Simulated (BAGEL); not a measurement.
# A workflow on CH7NOSi (SMILES OCN[SiH3])

We compute a single-point energy (HF/cc-pVDZ), then a single-point energy (NEVPT2(2,2)/cc-pVDZ), then the energy (CASPT2(2,2)/cc-pVDZ) of CH7NOSi. 

The calculation is run with BAGEL 1.2.2.

1 further run of the same task is left out (set aside as unsound or not needed).

### Step 1. The structure to begin with

CH7NOSi: 11 atoms, total charge 0, spin state singlet. As SMILES, `OCN[SiH3]`. The C2–N3 distance was set to 2.722 Å, away from the relaxed value. At this shape a bond of the SMILES string is far longer than usual.

Bond lengths: O1–C2 1.405 Å, N3–Si4 1.720 Å, O1–H5 0.962 Å, C2–H6 1.095 Å, C2–H7 1.100 Å, N3–H8 1.009 Å, Si4–H9 1.487 Å, Si4–H10 1.492 Å, Si4–H11 1.485 Å. Some angles: O1–C2–H6 104.7°, O1–C2–H7 111.2°, C2–O1–H5 107.2°, N3–Si4–H9 108.0°, N3–Si4–H10 115.2°, N3–Si4–H11 107.6°, Si4–N3–H8 119.4°, H6–C2–H7 107.8°, H9–Si4–H10 107.2°, H9–Si4–H11 111.1°.

### Step 2. The energy at HF/cc-pVDZ (density fitting with svp-jkfit) (run 1)

job.json reads:

```json
{ "bagel" : [

{
  "title" : "molecule",
  "basis" : "cc-pvdz.json",
  "df_basis" : "svp-jkfit",
  "angstrom" : true,
  "geometry" : [
    { "atom" : "O", "xyz" : [   -1.236169,    3.070348,   -0.405969 ] },
    { "atom" : "C", "xyz" : [   -0.037969,    2.459648,    0.001831 ] },
    { "atom" : "N", "xyz" : [    0.021500,   -0.204300,   -0.552200 ] },
    { "atom" : "Si", "xyz" : [    0.472500,   -1.425900,    0.571200 ] },
    { "atom" : "H", "xyz" : [   -1.958869,    2.552948,   -0.036869 ] },
    { "atom" : "H", "xyz" : [    0.748731,    3.014948,   -0.518869 ] },
    { "atom" : "H", "xyz" : [    0.122631,    2.582448,    1.082831 ] },
    { "atom" : "H", "xyz" : [    0.033200,   -0.410500,   -1.539700 ] },
    { "atom" : "H", "xyz" : [   -0.212700,   -1.140500,    1.860100 ] },
    { "atom" : "H", "xyz" : [    1.934400,   -1.515500,    0.858100 ] },
    { "atom" : "H", "xyz" : [    0.037100,   -2.731600,    0.012700 ] }
  ]
},
{ "title" : "hf" },
{ "title" : "print", "file" : "orbitals.molden", "orbitals" : true }

]}
```

The basis set cc-pVDZ is read from a file made from the Basis Set Exchange's data (not shown).

Run with:

```bash
$ BAGEL_NUM_THREADS=1 BAGEL job.json > job.out
```

Standard output:

```text
* using 1 threads per process

  ===============================================================
  ===============================================================

  *** Geometry ***

  { "atom" : "O", "xyz" : [     -2.336021,      5.802117,     -0.767170 ] },
  { "atom" : "C", "xyz" : [     -0.071751,      4.648061,      0.003460 ] },
  { "atom" : "N", "xyz" : [      0.040629,     -0.386071,     -1.043507 ] },
  { "atom" : "Si", "xyz" : [      0.892896,     -2.694560,      1.079412 ] },
  { "atom" : "H", "xyz" : [     -3.701726,      4.824373,     -0.069672 ] },
  { "atom" : "H", "xyz" : [      1.414897,      5.697426,     -0.980520 ] },
  { "atom" : "H", "xyz" : [      0.231739,      4.880119,      2.046254 ] },
  { "atom" : "H", "xyz" : [      0.062739,     -0.775733,     -2.909611 ] },
  { "atom" : "H", "xyz" : [     -0.401945,     -2.155233,      3.515080 ] },
  { "atom" : "H", "xyz" : [      3.655486,     -2.863880,      1.621574 ] },
  { "atom" : "H", "xyz" : [      0.070109,     -5.161976,      0.024000 ] },

  Number of auxiliary basis functions:      483

  Since a DF basis is specified, we compute 2- and 3-index integrals:
    o Being stored without compression. Storage requirement is 0.035 GB

  Number of basis functions:       95
  Number of electrons      :       42

    * METHOD: MOLECULE                             0.26

  *** RHF ***

  === Nuclear Repulsion ===
   148.1760926292

      * DIIS with orbital gradients will be used.

  === RHF iteration (cc-pvdz.json) ===
      0       -459.59141176          0.01913811           0.07
      1       -459.52840248          0.02492544           0.07
      2       -459.97805852          0.00312984           0.07
      3       -459.98651331          0.00145586           0.07
      4       -459.98868693          0.00041177           0.07
      5       -459.98897018          0.00022368           0.07
      6       -459.98906270          0.00009689           0.07
      7       -459.98909684          0.00003700           0.07
      8       -459.98910324          0.00002362           0.07
      9       -459.98910469          0.00001743           0.07
     10       -459.98910721          0.00000949           0.07
     11       -459.98910775          0.00000422           0.07
     12       -459.98910785          0.00000213           0.07
     13       -459.98910787          0.00000098           0.07
     14       -459.98910787          0.00000032           0.07
     15       -459.98910787          0.00000014           0.07
     16       -459.98910787          0.00000007           0.07
     17       -459.98910787          0.00000004           0.07
     18       -459.98910787          0.00000003           0.07
     19       -459.98910787          0.00000001           0.07
     20       -459.98910787          0.00000001           0.07
    * SCF iteration converged.

    * Permanent dipole moment:
           (    0.262170,    -1.669116,    -0.224044) a.u.

    * METHOD: HF                                   1.61

    * METHOD: PRINT                                0.02

  ===============================================================
```

Run time: 2 s. Hardware: 1 thread of Arm Neoverse V1, shared host.

### Step 3. The energy at NEVPT2(2,2)/cc-pVDZ (density fitting with svp-jkfit) (run 2)

nevpt2.json reads:

```json
{ "bagel" : [

{
  "title" : "molecule",
  "basis" : "cc-pvdz.json",
  "df_basis" : "svp-jkfit",
  "angstrom" : "true",
  "geometry" : [
    { "atom" : "O", "xyz" : [   -1.236169,    3.070348,   -0.405969 ] },
    { "atom" : "C", "xyz" : [   -0.037969,    2.459648,    0.001831 ] },
    { "atom" : "N", "xyz" : [    0.021500,   -0.204300,   -0.552200 ] },
    { "atom" : "Si", "xyz" : [    0.472500,   -1.425900,    0.571200 ] },
    { "atom" : "H", "xyz" : [   -1.958869,    2.552948,   -0.036869 ] },
    { "atom" : "H", "xyz" : [    0.748731,    3.014948,   -0.518869 ] },
    { "atom" : "H", "xyz" : [    0.122631,    2.582448,    1.082831 ] },
    { "atom" : "H", "xyz" : [    0.033200,   -0.410500,   -1.539700 ] },
    { "atom" : "H", "xyz" : [   -0.212700,   -1.140500,    1.860100 ] },
    { "atom" : "H", "xyz" : [    1.934400,   -1.515500,    0.858100 ] },
    { "atom" : "H", "xyz" : [    0.037100,   -2.731600,    0.012700 ] }
  ]
},
{ "title" : "hf" },
{ "title" : "nevpt2", "nstate" : 1, "nact" : 2, "nclosed" : 20, "active" : [21, 22], "maxiter" : 200, "natocc" : "true", "ncore" : 8 },
{ "title" : "print", "file" : "orbitals.molden", "orbitals" : "true" }

]}
```

The basis set cc-pVDZ is read from a file made from the Basis Set Exchange's data (not shown).

Run with:

```bash
$ BAGEL_NUM_THREADS=1 BAGEL nevpt2.json > nevpt2.out
```

Standard output:

```text
* using 1 threads per process

  ===============================================================
  ===============================================================

  *** Geometry ***

  { "atom" : "O", "xyz" : [     -2.336021,      5.802117,     -0.767170 ] },
  { "atom" : "C", "xyz" : [     -0.071751,      4.648061,      0.003460 ] },
  { "atom" : "N", "xyz" : [      0.040629,     -0.386071,     -1.043507 ] },
[... 7 lines of this table left out ...]
  { "atom" : "H", "xyz" : [      0.070109,     -5.161976,      0.024000 ] },

  Number of auxiliary basis functions:      483

  Since a DF basis is specified, we compute 2- and 3-index integrals:
    o Being stored without compression. Storage requirement is 0.035 GB

  Number of basis functions:       95
  Number of electrons      :       42

    * METHOD: MOLECULE                             0.26

  *** RHF ***

  === Nuclear Repulsion ===
   148.1760926292

      * DIIS with orbital gradients will be used.

  === RHF iteration (cc-pvdz.json) ===
      0       -459.59141176          0.01913811           0.07
      1       -459.52840248          0.02492544           0.07
      2       -459.97805852          0.00312984           0.07
[... 17 lines of this table left out ...]
     20       -459.98910787          0.00000001           0.07
    * SCF iteration converged.

    * Permanent dipole moment:
           (    0.262170,    -1.669116,    -0.224044) a.u.

    * METHOD: HF                                   1.58

    * freezing 8 orbitals
  ---------------------------
      CASSCF calculation
  ---------------------------

    ==== Active orbitals : =====
         Orbital 21
         Orbital 22
    ============================

    * nstate   :      1
    * nclosed  :     20
    * nact     :      2
    * nvirt    :     73
  === CASSCF iteration (cc-pvdz.json) ===

    * Using the second-order algorithm

      0  0      -460.01121604     7.78e-03      0.02

      1  0      -460.05823247     3.52e-03      0.38
[... 55 lines of this table left out ...]
     29  0      -460.07221002     6.91e-09      0.35

    * Second-order optimization converged. *

     guess   0:   closed 1.                   open ..

  === FCI iteration ===

      0  0      -459.95412142     1.00e-01      0.00
      1  0      -460.05313137     3.88e-02      0.00
      2  0 *    -460.07221002     1.78e-16      0.00

     * ci vector, state   0, <S^2> = 0.0000
       2.     0.8543572894
       .2    -0.5196860803

  === DF-NEVPT2 calculation ===

    * 3-index integral transformation done
    * assembly done

      NEVPT2 correlation energy:   -0.5616905521      0.26

          (+0)     -0.4525484124
          (+0)'    -0.0190450185
          (+1)     -0.0254665280
          (+1)'    -0.0000000000
          (+2)     -0.0004008466
          (-1)     -0.0634908788
          (-1)'     0.0000000000
          (-2)     -0.0007388677

      NEVPT2 total energy:       -460.6339005725

    * METHOD: NEVPT2                              12.89

    * METHOD: PRINT                                0.02

  ===============================================================
```

It took 15 s on 1 thread of Arm Neoverse V1, shared host.

### Step 4. A single-point energy at CASPT2(2,2)/cc-pVDZ (density fitting with svp-jkfit) (run 3)

job.json reads:

```json
{ "bagel": [

{
  "title": "molecule",
  "basis": "cc-pvdz.json",
  "df_basis": "svp-jkfit",
  "angstrom": "true",
  "geometry": [
    { "atom": "O", "xyz": [   -1.236169,    3.070348,   -0.405969 ] },
    { "atom": "C", "xyz": [   -0.037969,    2.459648,    0.001831 ] },
    { "atom": "N", "xyz": [    0.021500,   -0.204300,   -0.552200 ] },
    { "atom": "Si", "xyz": [    0.472500,   -1.425900,    0.571200 ] },
    { "atom": "H", "xyz": [   -1.958869,    2.552948,   -0.036869 ] },
    { "atom": "H", "xyz": [    0.748731,    3.014948,   -0.518869 ] },
    { "atom": "H", "xyz": [    0.122631,    2.582448,    1.082831 ] },
    { "atom": "H", "xyz": [    0.033200,   -0.410500,   -1.539700 ] },
    { "atom": "H", "xyz": [   -0.212700,   -1.140500,    1.860100 ] },
    { "atom": "H", "xyz": [    1.934400,   -1.515500,    0.858100 ] },
    { "atom": "H", "xyz": [    0.037100,   -2.731600,    0.012700 ] }
  ]
},
{
  "title": "hf"
},
{
  "title": "casscf",
  "nstate": 1,
  "nact": 2,
  "nclosed": 20,
  "active": [21, 22],
  "maxiter": 200,
  "natocc": "true"
},
{
  "title": "print",
  "file": "orbitals.molden",
  "orbitals": "true"
},
{
  "title": "smith",
  "method": "caspt2",
  "ms": "true",
  "xms": "true",
  "sssr": "true",
  "shift": 0.2,
  "shift_imag": "true",
  "ncore": 8
}

]}
```

The basis set cc-pVDZ is read from a file made from the Basis Set Exchange's data (not shown).

Run with:

```bash
$ BAGEL_NUM_THREADS=1 BAGEL job.json > job.out
```

Standard output:

```text
* using 1 threads per process

  ===============================================================
  ===============================================================

  *** Geometry ***

  { "atom" : "O", "xyz" : [     -2.336021,      5.802117,     -0.767170 ] },
  { "atom" : "C", "xyz" : [     -0.071751,      4.648061,      0.003460 ] },
  { "atom" : "N", "xyz" : [      0.040629,     -0.386071,     -1.043507 ] },
[... 7 lines of this table left out ...]
  { "atom" : "H", "xyz" : [      0.070109,     -5.161976,      0.024000 ] },

  Number of auxiliary basis functions:      483

  Since a DF basis is specified, we compute 2- and 3-index integrals:
    o Being stored without compression. Storage requirement is 0.035 GB

  Number of basis functions:       95
  Number of electrons      :       42

    * METHOD: MOLECULE                             0.26

  *** RHF ***

  === Nuclear Repulsion ===
   148.1760926292

      * DIIS with orbital gradients will be used.

[... 6 lines left out ...]
    * SCF iteration converged.
[... 1 line left out ...]
    * Permanent dipole moment:
[... 27 lines left out ...]
    * Second-order optimization converged. *
[... 9 lines left out ...]
     * ci vector, state   0, <S^2> = 0.0000
[... 16 lines left out ...]
    * Zeroth order energy : state  0       -0.3866583140

    * CASPT2 iteration is performed using orthogonal basis

      -------------------------------------------  CASPT2 iteration  ---------------------------------------------------
       #      aibj      arbs      arbi      airj      risj      airs      arst      rist         Etot      error   time
      ------------------------------------------------------------------------------------------------------------------

       0  -0.45099  -0.00097  -0.06891  -0.02838  -0.00066  -0.01962  -0.00000  -0.00000   -0.5695344  0.0007012   0.14
       1  -0.45103  -0.00097  -0.06901  -0.02842  -0.00067  -0.01977  -0.00000  -0.00000   -0.5698738  0.0000769   0.12
       2  -0.45103  -0.00097  -0.06901  -0.02842  -0.00067  -0.01977  -0.00000  -0.00000   -0.5698785  0.0000111   0.12
       3  -0.45103  -0.00097  -0.06901  -0.02842  -0.00067  -0.01977  -0.00000  -0.00000   -0.5698786  0.0000019   0.13
       4  -0.45103  -0.00097  -0.06901  -0.02842  -0.00067  -0.01977   0.00000  -0.00000   -0.5698786  0.0000003   0.13

      ------------------------------------------------------------------------------------------------------------------

    * CASPT2 energy : state  0     -460.6451404742
        w/o shift correction       -460.6420886439
        reference weight              0.8414184791

    * METHOD: SMITH                                0.95

  ===============================================================
```

It took 16 s on 1 thread of Arm Neoverse V1, shared host; peak memory 0.25 GiB.

### Step 5. What came out

| quantity | value |
| --- | --- |
| run 1, HF/cc-pVDZ: total energy | -459.98911 Eh |
| run 1, HF/cc-pVDZ: dipole moment | 4.33 D |
| run 1, HF/cc-pVDZ: HOMO energy | -8.64 eV |
| run 1, HF/cc-pVDZ: LUMO energy | 0.03 eV |
| run 1, HF/cc-pVDZ: HOMO–LUMO gap | 8.67 eV |
| run 2, NEVPT2(2,2)/cc-pVDZ: total energy | -460.63390 Eh |
| run 3, CASPT2(2,2)/cc-pVDZ: total energy | -460.64514 Eh |

**Reading.** One bond (run 1, HF/cc-pVDZ) is far stretched, which a spin-restricted single reference describes badly; a broken-symmetry solution may lie lower.
